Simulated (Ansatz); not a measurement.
# Cl2FH5N2Si2: a ladder of functionals and wavefunction methods

An exercise on one series of results from a longer session: the logs are not shown, and one member is left open.

The runs use Ansatz 0.2.0, Gaussian basis; functionals in def2-TZVPP, the program's frozen cores in correlated methods.

Levels to be run: PBE-D4, r2SCAN-D4, PBE0-D4, B3LYP-D4, ωB97X-V, ωB97M-V, B2PLYP; CCSD(T)/def2-TZVPP; MP2/def2-QZVPP; extrapolation to the limit.

## Structure used throughout

An earlier PBE0-D4 in a triple-zeta def2 set relaxation fixed the geometry.

SMILES `N[SiH](F)[Si](N)(Cl)Cl`, 12 atoms, charge 0, spin multiplicity 1.

Atoms are counted from 1 here; the program's logs count them from 0.

Bond lengths: N1–Si2 1.690 Å, N1–H8 1.006 Å, N1–H9 1.007 Å, Si2–F3 1.613 Å, Si2–Si4 2.336 Å, Si2–H10 1.481 Å, Si4–N5 1.693 Å, Si4–Cl6 2.051 Å, Si4–Cl7 2.079 Å, N5–H11 1.007 Å, N5–H12 1.008 Å. Angles: Si2–N1–H8 123.5°, Si2–N1–H9 121.9°, H8–N1–H9 112.9°, N1–Si2–F3 115.1°, N1–Si2–Si4 107.6°, N1–Si2–H10 108.7°, F3–Si2–Si4 104.4°, F3–Si2–H10 105.6°, Si4–Si2–H10 115.7°, Si2–Si4–N5 110.8°, Si2–Si4–Cl6 112.8°, Si2–Si4–Cl7 106.3°, N5–Si4–Cl6 107.4°, N5–Si4–Cl7 114.2°, Cl6–Si4–Cl7 105.4°, Si4–N5–H11 122.2°, Si4–N5–H12 119.6°, H11–N5–H12 112.5°.

Set-up of the first run:

in.yaml

```yaml
crystal:
  periodic: [false, false, false]
  atoms:
    - {symbol: N, position_ang: [0.592886, 2.219037, -0.231430]}
    - {symbol: Si, position_ang: [0.337041, 0.899489, 0.793494]}
    - {symbol: F, position_ang: [-1.002991, 0.977713, 1.687935]}
    - {symbol: Si, position_ang: [0.029360, -0.987347, -0.548765]}
    - {symbol: N, position_ang: [-0.880013, -2.161093, 0.264774]}
    - {symbol: Cl, position_ang: [1.798050, -1.862448, -1.107860]}
    - {symbol: Cl, position_ang: [-0.833949, -0.311374, -2.315175]}
    - {symbol: H, position_ang: [1.017519, 3.080299, 0.067826]}
    - {symbol: H, position_ang: [0.125262, 2.301353, -1.119171]}
    - {symbol: H, position_ang: [1.456253, 0.825222, 1.760675]}
    - {symbol: H, position_ang: [-0.973716, -3.102473, -0.081561]}
    - {symbol: H, position_ang: [-1.665692, -1.878368, 0.829277]}
basis:
  gaussian: {orbitals: def2-TZVPP}
hamiltonian: {xc: pbe, dispersion: d4}
output: {forces: true, orbitals: {seedname: orbitals}}
```

Started as:

```sh
ansatz run in.yaml --threads 2 --pin off --events-out ev --progress --plain --max-ram 32768MiB --backend cuda --devices 0, --max-vram 18GiB
```

Steps of the session up to this table: PBE-D4 (GGA); r2SCAN-D4 (meta-GGA); PBE0-D4 (hybrid); B3LYP-D4 (hybrid); ωB97X-V (range-separated); ωB97M-V (range-separated); B2PLYP (double hybrid); CCSD(T) in def2-TZVPP; MP2 in def2-QZVPP.

One table of the session follows, with a row left open; its other results are not shown here.

It belongs to the step «Atomisation energies». 

| method | atomisation energy (kJ/mol) |
| --- | --- |
| PBE-D4 | 4344.6 |
| r2SCAN-D4 | 4274.3 |
| PBE0-D4 | 4260.7 |
| B3LYP-D4 | 4265.5 |
| ωB97X-V | 4312.4 |
| ωB97M-V | 4304.1 |
| B2PLYP | 4209.9 |
| HF/def2-TZVPP | 3006.2 |
| MP2/def2-TZVPP | 4234.4 |
| CCSD/def2-TZVPP | 4053.0 |
| CCSD(T)/def2-TZVPP | ? |
| MP2/CBS | 4397.7 |
| CCSD(T)/CBS | 4289.7 |

**Question.** Estimate the row for CCSD(T)/def2-TZVPP.

As computed: atomisation energy (kJ/mol): 4126.4. In the column «atomisation energy (kJ/mol)» it lies between CCSD/def2-TZVPP (4053.0) and B2PLYP (4209.9).

To keep in mind: Free atoms (2 N, 2 Si, 1 F, 2 Cl, 5 H) were run apart at each level; the atomisation energy is their sum less the molecule, without zero-point or spin-orbit terms.
